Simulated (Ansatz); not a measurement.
**CHLiOSi: single points off equilibrium**

One table from this session's results is given with a row withheld; the runs are named, their logs left out.

The runs use Ansatz 0.2.0, Gaussian basis; single points in def2-TZVPP.

Cores are frozen in the correlated methods. The outer core shell of Li, Na, Mg and K is correlated.

## Starting geometry

SMILES `[Li][O][Si]#C`, 5 atoms, charge 0, spin multiplicity 1.

Atoms are counted from 1 here; the program's logs count them from 0.

Bond lengths: Li1–O2 1.570 Å, O2–Si3 1.778 Å, Si3–C4 1.711 Å, C4–H5 1.025 Å. Angles: Li1–O2–Si3 167.6°, O2–Si3–C4 166.7°, Si3–C4–H5 99.3°.

Geometry (Å):

```xyz
5
charge 0, multiplicity 1
Li   -1.4615   -2.4765    1.0299
O    -0.8982   -1.0925    0.5485
Si    0.0419    0.2646   -0.1105
C     0.6323    1.7832   -0.6318
H     1.4349    1.4677   -1.1858
```

The first run:

The input, run/in.yaml:

```yaml
crystal:
  periodic: [false, false, false]
  atoms:
    - {symbol: Li, position_ang: [-1.461500, -2.476500, 1.029900]}
    - {symbol: O, position_ang: [-0.898200, -1.092500, 0.548500]}
    - {symbol: Si, position_ang: [0.041900, 0.264600, -0.110500]}
    - {symbol: C, position_ang: [0.632300, 1.783200, -0.631800]}
    - {symbol: H, position_ang: [1.434900, 1.467700, -1.185800]}
basis:
  gaussian: {orbitals: def2-TZVPP}
correlation: {method: ccsd_t}
output: {forces: true}
```

The command line of these runs was not kept.

Steps of the session up to this table: CCSD(T)/def2-TZVPP; PBE0-D4/def2-TZVPP; wB97M-V/def2-TZVPP; r2SCAN-D4/def2-TZVPP; PBE-D4/def2-TZVPP; r2SCANh-D4/def2-TZVPP; CAM-B3LYP-D4/def2-TZVPP.

One table of the session follows, with a row left open; its other results are not shown here.

```
      method  RMS force component (eV/Å)  angle to CCSD(T) forces (°)  dipole (D)
     CCSD(T)                       2.291                    reference        9.80
     PBE0-D4                       2.295                          5.7       10.13
     wB97M-V                       2.297                          6.8       10.20
   r2SCAN-D4                       2.268                          4.7       10.23
      PBE-D4                       2.155                          6.1        9.92
  r2SCANh-D4                           ?                            ?           ?
CAM-B3LYP-D4                       2.266                          8.2       10.15
```

**Question.** Estimate the row for r2SCANh-D4.

As computed: RMS force component (eV/Å): 2.309; angle to CCSD(T) forces (°): 5.4; dipole (D): 10.27. In the column «RMS force component (eV/Å)» it is the highest.
